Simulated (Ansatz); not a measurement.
# Al23NiHO36: the cost of one run

Computed with Ansatz 0.2.0 (DFT PBE, scalar-relativistic, plane waves, PAW, unless a step's input says otherwise).

3 further runs of the same task are left out: 3 set aside as unsound or not needed.

### 1 The system as given

It takes space group R-3c (No. 167, trigonal). The conventional cell has a = 4.809 Å, b = 4.809 Å, c = 13.123 Å, α = 90.00°, β = 90.00°, γ = 120.00°. Al (site symmetry 3) is surrounded by 6 O at 1.87 to 1.99 Å. Around O (site symmetry 2) lie 4 Al at 1.87 to 1.99 Å.

Structure file:

```cif
data_structure
_symmetry_space_group_name_H-M 'R-3c:H'
_symmetry_Int_Tables_number 167
_cell_length_a 4.8087
_cell_length_b 4.8087
_cell_length_c 13.1235
_cell_angle_alpha 90.000
_cell_angle_beta 90.000
_cell_angle_gamma 120.000
_cell_volume 262.81
loop_
_atom_site_label
_atom_site_type_symbol
_atom_site_symmetry_multiplicity
_atom_site_Wyckoff_symbol
_atom_site_fract_x
_atom_site_fract_y
_atom_site_fract_z
_atom_site_occupancy
Al1 Al 12 c 0.66667 0.33333 0.18548 1
O1 O 18 e 0.63950 0.66667 0.41667 1
```

It is the result of an earlier relaxation at this level (volume 8.76 Å³/atom; gap on the mesh: 5.85 eV).

The perfect supercell (rows 1 1 -2; 1 -2 0; -2 1 0 in vectors of this cell) was computed beforehand with the same settings: E(σ→0) = -33417.6546 eV for 60 atoms, gap 6.66 eV on its own mesh.

### 2 The defect cell

The atom at (0.824, 0.805, 0.138) of the supercell is replaced. A small random displacement (spread 0.05 Å) lets the symmetry of the site break.

### 3 Relaxation at the host's cell

Input file input.yaml:

```yaml
crystal:
  lattice:
    - [0.0, 8.3289290079, 0.0]
    - [7.2130641072, -1.3881548346, -4.374498418]
    - [-7.2130641072, -1.3881548346, -4.374498418]
  atoms:
    - { symbol: Ni, position: [0.8048366332, 0.8215928705, 0.1581098063], spin: 2.0 }
    - { symbol: Al, position: [0.323927324, 0.6384486386, 0.3051153053] }
    - { symbol: Al, position: [0.823927324, 0.1384486386, 0.8051153053] }
    - { symbol: Al, position: [0.323927324, 0.9717819719, 0.9717819719] }
    - { symbol: Al, position: [0.823927324, 0.4717819719, 0.4717819719] }
    - { symbol: Al, position: [0.323927324, 0.3051153053, 0.6384486386] }
    - { symbol: Al, position: [0.926072676, 0.1115513614, 0.4448846947] }
    - { symbol: Al, position: [0.426072676, 0.9448846947, 0.6115513614] }
    - { symbol: Al, position: [0.926072676, 0.4448846947, 0.1115513614] }
    - { symbol: Al, position: [0.426072676, 0.2782180281, 0.2782180281] }
    - { symbol: Al, position: [0.926072676, 0.7782180281, 0.7782180281] }
    - { symbol: Al, position: [0.426072676, 0.6115513614, 0.9448846947] }
    - { symbol: Al, position: [0.676072676, 0.3615513614, 0.6948846947] }
    - { symbol: Al, position: [0.176072676, 0.1948846947, 0.8615513614] }
    - { symbol: Al, position: [0.676072676, 0.6948846947, 0.3615513614] }
    - { symbol: Al, position: [0.176072676, 0.5282180281, 0.5282180281] }
    - { symbol: Al, position: [0.676072676, 0.0282180281, 0.0282180281] }
    - { symbol: Al, position: [0.176072676, 0.8615513614, 0.1948846947] }
    - { symbol: Al, position: [0.573927324, 0.0551153053, 0.3884486386] }
    - { symbol: Al, position: [0.073927324, 0.8884486386, 0.5551153053] }
    - { symbol: Al, position: [0.573927324, 0.3884486386, 0.0551153053] }
    - { symbol: Al, position: [0.073927324, 0.2217819719, 0.2217819719] }
    - { symbol: Al, position: [0.573927324, 0.7217819719, 0.7217819719] }
    - { symbol: Al, position: [0.073927324, 0.5551153053, 0.8884486386] }
    - { symbol: O, position: [0.875, 0.3937238385, 0.8562761615] }
    - { symbol: O, position: [0.375, 0.2270571718, 0.0229428282] }
    - { symbol: O, position: [0.875, 0.7270571718, 0.5229428282] }
    - { symbol: O, position: [0.375, 0.5603905051, 0.6896094949] }
    - { symbol: O, position: [0.875, 0.0603905051, 0.1896094949] }
    - { symbol: O, position: [0.375, 0.8937238385, 0.3562761615] }
    - { symbol: O, position: [0.5280857577, 0.4073047474, 0.8426952526] }
    - { symbol: O, position: [0.0280857577, 0.2406380808, 0.0093619192] }
    - { symbol: O, position: [0.5280857577, 0.7406380808, 0.5093619192] }
    - { symbol: O, position: [0.0280857577, 0.5739714141, 0.6760285859] }
    - { symbol: O, position: [0.5280857577, 0.0739714141, 0.1760285859] }
    - { symbol: O, position: [0.0280857577, 0.9073047474, 0.3426952526] }
    - { symbol: O, position: [0.7219142423, 0.5739714141, 0.6760285859] }
    - { symbol: O, position: [0.2219142423, 0.4073047474, 0.8426952526] }
    - { symbol: O, position: [0.7219142423, 0.9073047474, 0.3426952526] }
    - { symbol: O, position: [0.2219142423, 0.7406380808, 0.5093619192] }
    - { symbol: O, position: [0.7219142423, 0.2406380808, 0.0093619192] }
    - { symbol: O, position: [0.2219142423, 0.0739714141, 0.1760285859] }
    - { symbol: O, position: [0.625, 0.7729428282, 0.9770571718] }
    - { symbol: O, position: [0.125, 0.6062761615, 0.1437238385] }
    - { symbol: O, position: [0.625, 0.1062761615, 0.6437238385] }
    - { symbol: O, position: [0.125, 0.9396094949, 0.8103905051] }
    - { symbol: O, position: [0.625, 0.4396094949, 0.3103905051] }
    - { symbol: O, position: [0.125, 0.2729428282, 0.4770571718] }
    - { symbol: O, position: [1.0015116259, 0.750211242, 0.9610759692] }
    - { symbol: O, position: [0.4719142423, 0.5926952526, 0.1573047474] }
    - { symbol: O, position: [0.9719142423, 0.0926952526, 0.6573047474] }
    - { symbol: O, position: [0.4719142423, 0.9260285859, 0.8239714141] }
    - { symbol: O, position: [0.9719142423, 0.4260285859, 0.3239714141] }
    - { symbol: O, position: [0.4719142423, 0.2593619192, 0.4906380808] }
    - { symbol: O, position: [0.7780857577, 0.5926952526, 0.1573047474] }
    - { symbol: O, position: [0.2780857577, 0.4260285859, 0.3239714141] }
    - { symbol: O, position: [0.7780857577, 0.9260285859, 0.8239714141] }
    - { symbol: O, position: [0.2780857577, 0.7593619192, 0.9906380808] }
    - { symbol: O, position: [0.7780857577, 0.2593619192, 0.4906380808] }
    - { symbol: O, position: [0.2780857577, 0.0926952526, 0.6573047474] }
    - { symbol: H, position: [0.9156792133, 0.7767482059, 0.0468060927] }
  host:
    lattice:
      - [2.4043547024, 1.3881548346, 4.374498418]
      - [-2.4043547024, 1.3881548346, 4.374498418]
      - [0.0, -2.7763096693, 4.374498418]
    atoms:
      - { symbol: Al, position: [0.352145352, 0.352145352, 0.352145352] }
      - { symbol: Al, position: [0.147854648, 0.147854648, 0.147854648] }
      - { symbol: Al, position: [0.647854648, 0.647854648, 0.647854648] }
      - { symbol: Al, position: [0.852145352, 0.852145352, 0.852145352] }
      - { symbol: O, position: [0.5561715154, 0.9438284846, 0.25] }
      - { symbol: O, position: [0.25, 0.5561715154, 0.9438284846] }
      - { symbol: O, position: [0.9438284846, 0.25, 0.5561715154] }
      - { symbol: O, position: [0.4438284846, 0.0561715154, 0.75] }
      - { symbol: O, position: [0.75, 0.4438284846, 0.0561715154] }
      - { symbol: O, position: [0.0561715154, 0.75, 0.4438284846] }
basis:
  ecutwfc: 420
  xc_grid: 2
kpoints:
  mp_grid: { grid: [2, 2, 2], shift: [0.5, 0.5, 0.5] }
hamiltonian:
  xc: pbe
scf:
  occupations: { method: gaussian, width: 0.01 }
output:
  forces: true
  stress: false
  eigenvalues: true
  populations: true
  charged_corrections: { defect_position: [0.82392732, 0.80511531, 0.13844864] }
  write_density: true
  write_potential: true
  elf: true
  volumetric_format: npy
magnetization:
  spin_polarized: true
relax:
  adjacent_minimum: "off"
  f_tol: 0.025
  max_steps: 60
```

Started as:

```
ansatz run input.yaml --threads 8 --pin off --max-ram 22528MiB --backend cpu --events-out ev --progress --plain --runs-dir out
```

**Question.** How long does this run take on 8 threads of Intel Xeon at 2.50GHz (Skylake/Cascade Lake), shared host, and how much memory does it need?

About 8.3 min, with a peak of 4.1 GiB.
